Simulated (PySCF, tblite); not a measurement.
# C4H7BF2O2: geometry, infrared bands and NMR shifts

What infrared bands and NMR shifts should C4H7BF2O2 (`CC(=O)CCOB(F)F`) show?

Programs: tblite 0.8.0 and PySCF 2.14.0, with density-fitted response routines of our own. Each step states its level of theory. These are calculated values for one molecule in the gas phase, unless marked as measured. Atoms count from 0, in the outputs and in this text.

## Step 1: The molecule as given

16 atoms, charge 0, multiplicity 1; geometry from: force field or distance geometry start.

Bonds of the start (Å): C0–C1 1.50, C1–O2 1.21, C1–C3 1.51, C3–C4 1.52, C4–O5 1.40, O5–B6 1.48, B6–F7 1.45, B6–F8 1.45, C0–H9 1.11, C0–H10 1.12, C0–H11 1.11, C3–H12 1.13, C3–H13 1.11, C4–H14 1.11, C4–H15 1.12.

## Step 2: Relaxing the molecule with GFN2-xTB

What the job is given:

```
{"job": {"kind": "relax", "xc": "GFN2-xTB", "basis": "xTB"}, "charge": 0, "multiplicity": 1}
C     -2.442200    -0.780900    -0.834900
C     -1.561100     0.361600    -0.441900
O     -1.660900     1.429500    -0.996200
C     -0.533200     0.207800     0.653400
C      0.885100     0.277100     0.106600
O      1.800400     0.111800     1.152600
B      3.172200     0.185600     0.606100
F      3.869500     1.454200     0.558000
F      3.846800    -1.027200     0.183900
H     -2.235900    -1.696100    -0.243800
H     -3.513500    -0.494700    -0.667900
H     -2.305600    -1.006600    -1.909100
H     -0.667200    -0.772700     1.190700
H     -0.676100     1.004200     1.411800
H      0.999800    -0.521400    -0.660300
H      1.014200     1.276700    -0.375500
```

Command:

```bash
$ OMP_NUM_THREADS=1 python probes_run.py task.json out
```

This one command runs all jobs of the session in turn.

**Question.** This job is followed by: GFN2-xTB harmonic vibrations, gas phase; GIAO PBE0/pcSseg-1 NMR shielding, non-relativistic, gas phase. What will the session give for the following? strongest single infrared mode (GFN2-xTB); zero-point energy (GFN2-xTB); ¹³C shifts against TMS (PBE0/pcSseg-1); ¹H shifts against TMS (PBE0/pcSseg-1, means over atoms taken as alike); ¹⁷O shifts against H2O (PBE0/pcSseg-1); ¹¹B shifts against BF3·OEt2 (PBE0/pcSseg-1); ¹⁹F shifts against CFCl3 (PBE0/pcSseg-1, means over atoms taken as alike); surface potential, 1st and 99th percentile.

As calculated:

| quantity | value |
| --- | --- |
| strongest single infrared mode (GFN2-xTB) | 1415 cm⁻¹, 638 km/mol |
| zero-point energy (GFN2-xTB) | 71.8 kcal/mol |
| ¹³C shifts against TMS (PBE0/pcSseg-1) | 209.7, 65.4, 47.6, 32.2 ppm |
| ¹H shifts against TMS (PBE0/pcSseg-1, means over atoms taken as alike) | 4.39, 2.77, 2.17 ppm |
| ¹⁷O shifts against H2O (PBE0/pcSseg-1) | 671.3, 88.9 ppm |
| ¹¹B shifts against BF3·OEt2 (PBE0/pcSseg-1) | 12.4 ppm |
| ¹⁹F shifts against CFCl3 (PBE0/pcSseg-1, means over atoms taken as alike) | -136.0 ppm |
| surface potential, 1st and 99th percentile | -1.39 V and 1.61 V |

What this shows: Relaxing lowered the energy by 1.773 eV in 168 steps; the close pair that moved most is O5–B6, from 1.478 to 1.316 Å. All 42 modes are real, so the xTB geometry is a minimum. The strongest single mode, at 1415 cm⁻¹, moves mainly B6. GFN2-xTB is a fitted tight-binding method: band positions and strengths are rough. Its intensities can rank the bands wrongly. The most deshielded carbon is C1 (ketone carbonyl carbon), at 209.7 ppm: the double bond to the heteroatom, with no lone-pair donor beside it, deshields it most. H14, H15 (mean) (hydrogen on an sp3 CH2 bonded to O) lies farthest downfield among hydrogen, at 4.39 ppm; its carbon carries O, an electronegative neighbour. At PBE0/pcSseg-1: Shielding is most anisotropic at O2 (span 1289 ppm, paramagnetic term -736 ppm). At PBE0/pcSseg-1, counted by nearest atom on the grid, the HOMO lies on O2 62 %; C0, C3 about 10 % each, the LUMO on C1 46 %; O2 31 %.
